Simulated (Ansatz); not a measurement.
Crystal: Ge2Sb2Te5.

```
Te Sb Ge
1.0
     6.83914   -3.06601    0.00000
     6.83914    3.06601    0.00000
    -6.83098    0.00000    6.84761
Te Sb Ge
5 2 2
Cartesian
  5.4948 0.0000 2.6461
  9.5385 0.0000 1.3429
  0.0699 0.0000 0.0441
  -2.7069 0.0000 5.5452
  1.3918 0.0000 4.0888
  8.3181 0.0000 4.0255
  -1.3207 0.0000 2.8579
  2.6055 0.0000 1.2862
  6.7274 0.0000 0.0756
```

The cell comes from a database or a generator and needn't be the stable form of this composition.

Base run:

* Program: Ansatz 0.2.0
* Functional: PBE
* Potentials or basis: Ansatz PAW
* Cutoff: 420 eV
* Density cutoff: 1680 eV
* k mesh: 4 × 4 × 3
* Occupations: fermi-dirac, width 0.05 eV
* Spin: no spin polarisation

Its results: band gap on the k mesh 0.06 eV, direct; pressure -0.1 GPa; largest force 0.158 eV/Å.

Q: After a change of settings the same cell gave: band gap on the k mesh 0.04 eV, direct; pressure -1.0 GPa; largest force 0.246 eV/Å. Which change was it?
A. functional from PBE to BLYP
B. k mesh from 4 × 4 × 3 to 5 × 5 × 4
C. functional from PBE to LDA
D. functional from PBE to r2SCAN; cutoff from 420 eV to 500 eV; density cutoff from 1680 eV to 2000 eV

A: D.

Caveats: spin-orbit coupling is left out, which moves the levels of the heavy elements; the PAW data sets come from PBE, with cores solved anew for the run's functional, which leaves a small shift of forces and pressure (some runs).

Not every run made on this cell is shown here.
